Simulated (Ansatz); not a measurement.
# Al3BP4: the cost of one run

Program: Ansatz 0.2.0. Level of theory: DFT PBE, scalar-relativistic, plane waves, PAW, unless a step names another level. These are calculated values, not measurements.

## 1. The starting structure

It takes space group Pmn2_1 (No. 31, orthorhombic). The conventional cell has a = 7.431 Å, b = 6.433 Å, c = 6.119 Å, α = 90.00°, β = 90.00°, γ = 90.00°. Al (site symmetry m) is surrounded by 4 P at 2.38 to 2.43 Å. Around Al (site symmetry 1) lie 4 P at 2.35 to 2.39 Å. Around B (site symmetry m) lie 4 P at 2.00 to 2.02 Å. P (site symmetry m) is surrounded by 1 B at 2.02 Å and 3 Al at 2.35 to 2.38 Å. P (site symmetry 1) has 1 B at 2.02 Å and 3 Al at 2.38 to 2.43 Å in its first shell of neighbours. P (site symmetry m) has 1 B at 2.00 Å and 3 Al at 2.37 to 2.40 Å in its first shell of neighbours.

Coordinates:

```
Al B P
1.0
     7.43129    0.00000    0.00000
     0.00000    6.43303    0.00000
     0.00000    0.00000    6.11944
Al B P
6 2 8
Direct
  0.50000 0.84648 0.99766
  0.74751 0.67278 0.49896
  0.25249 0.67278 0.49896
  0.00000 0.15352 0.49766
  0.24751 0.32722 0.99896
  0.75249 0.32722 0.99896
  0.00000 0.82881 0.99839
  0.50000 0.17119 0.49839
  0.00000 0.82135 0.32782
  0.22102 0.68077 0.88772
  0.77898 0.68077 0.88772
  0.50000 0.87863 0.38775
  0.50000 0.17865 0.82782
  0.72102 0.31923 0.38772
  0.27898 0.31923 0.38772
  0.00000 0.12137 0.88775
```

It came out lowest among 38 distinct ends of the trial cells. At a tolerance of 0.02 Å it has space group Pmn2_1 (No. 31).

## 2. Relaxing to 0.001 eV/Å, on the response runs' mesh and smearing

Contents of input.yaml:

```yaml
crystal:
  lattice:
    - [7.4312877545, 0.0, 0.0]
    - [0.0, 6.433026691, 0.0]
    - [0.0, 0.0, 6.1194445222]
  atoms:
    - { symbol: Al, position: [0.5, 0.8464763012, 0.9976632454] }
    - { symbol: Al, position: [0.747511227, 0.6727793778, 0.4989567206] }
    - { symbol: Al, position: [0.252488773, 0.6727793778, 0.4989567206] }
    - { symbol: Al, position: [0.0, 0.1535236988, 0.4976632454] }
    - { symbol: Al, position: [0.247511227, 0.3272206222, 0.9989567206] }
    - { symbol: Al, position: [0.752488773, 0.3272206222, 0.9989567206] }
    - { symbol: B, position: [0.0, 0.8288054037, 0.9983944339] }
    - { symbol: B, position: [0.5, 0.1711945963, 0.4983944339] }
    - { symbol: P, position: [0.0, 0.8213518396, 0.3278249925] }
    - { symbol: P, position: [0.2210181706, 0.6807675066, 0.887724939] }
    - { symbol: P, position: [0.7789818294, 0.6807675066, 0.887724939] }
    - { symbol: P, position: [0.5, 0.8786294446, 0.3877540089] }
    - { symbol: P, position: [0.5, 0.1786481604, 0.8278249925] }
    - { symbol: P, position: [0.7210181706, 0.3192324934, 0.387724939] }
    - { symbol: P, position: [0.2789818294, 0.3192324934, 0.387724939] }
    - { symbol: P, position: [0.0, 0.1213705554, 0.8877540089] }
basis:
  ecutwfc: 420
kpoints:
  mp_grid: { grid: [4, 4, 6] }
hamiltonian:
  xc: pbe
scf:
  occupations: { method: fixed }
output:
  forces: true
  stress: true
  eigenvalues: true
relax:
  adjacent_minimum: "off"
  f_tol: 0.001
  max_steps: 60
  cell: { stress_tol: 0.01 }
```

The run is started by

```sh
> ansatz run input.yaml --threads 3 --pin off --max-ram 7680MiB --backend cpu --events-out ev --progress --plain --runs-dir out
```

What time and memory should one allow on 3 threads of Intel Xeon 6975P-C (Granite Rapids), shared host?

About 56 s, with a peak of 0.82 GiB.
